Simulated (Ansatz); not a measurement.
# Pt: the cost of one run

Method: DFT PBEsol, scalar-relativistic, plane waves, PAW, in Ansatz 0.2.0.

3 further runs of the same task are left out: 2 that didn't finish, 1 set aside as unsound or not needed.

### 1 The system as given

The structure is hexagonal, space group P6_3/mmc (No. 194). The conventional cell has a = 2.761 Å, b = 2.761 Å, c = 4.792 Å, α = 90.00°, β = 90.00°, γ = 120.00°. Pt (site symmetry -6m2) has 12 Pt at 2.76 to 2.88 Å as nearest neighbours.

Structure file:

```xyz
2
Lattice="2.7607 0.0000 0.0000 -1.3803 2.3908 0.0000 0.0000 0.0000 4.7921" Properties=species:S:1:pos:R:3 pbc="T T T"
Pt    1.3803    0.7969    3.5941
Pt    0.0000    1.5939    1.1980
```

It goes back to an entry of the Materials Project, which need not be the stable form.

No relaxation comes first: the listed cell is the starting point.

### 2 Zero of energy

Reference values: F = -24767.4857 eV; pressure -10.81 GPa; largest force 0.000 eV/Å; gap on the mesh none (metal). It was computed beforehand with the settings of the runs below.

### 3 The scan: biaxial against axial strain

The cell is strained by p along both x and y and by q along z, with fractional coordinates fixed.

### 4 At p = -0.080, q = -0.080

The input, input.yaml:

```yaml
crystal:
  lattice:
    - [2.5398123665, 0.0, 0.0]
    - [-1.2699061833, 2.1995420302, 0.0]
    - [0.0, 0.0, 4.40876328]
  atoms:
    - { symbol: Pt, position: [0.6666666667, 0.3333333333, 0.75] }
    - { symbol: Pt, position: [0.3333333333, 0.6666666667, 0.25] }
basis:
  ecutwfc: 420
kpoints:
  mp_grid: { grid: [18, 18, 10] }
hamiltonian:
  xc: pbesol
scf:
  occupations: { method: gaussian, width: 0.15 }
output:
  forces: true
  stress: true
  eigenvalues: true
```

Launch:

```sh
$ ansatz run input.yaml --threads 1 --pin off --max-ram 2560MiB --backend cpu --events-out ev --progress --plain --runs-dir out
```

What time and memory should one allow on 1 thread of Intel Xeon at 2.50GHz (Skylake/Cascade Lake), shared host?

About 11 s, with a peak of 0.39 GiB.
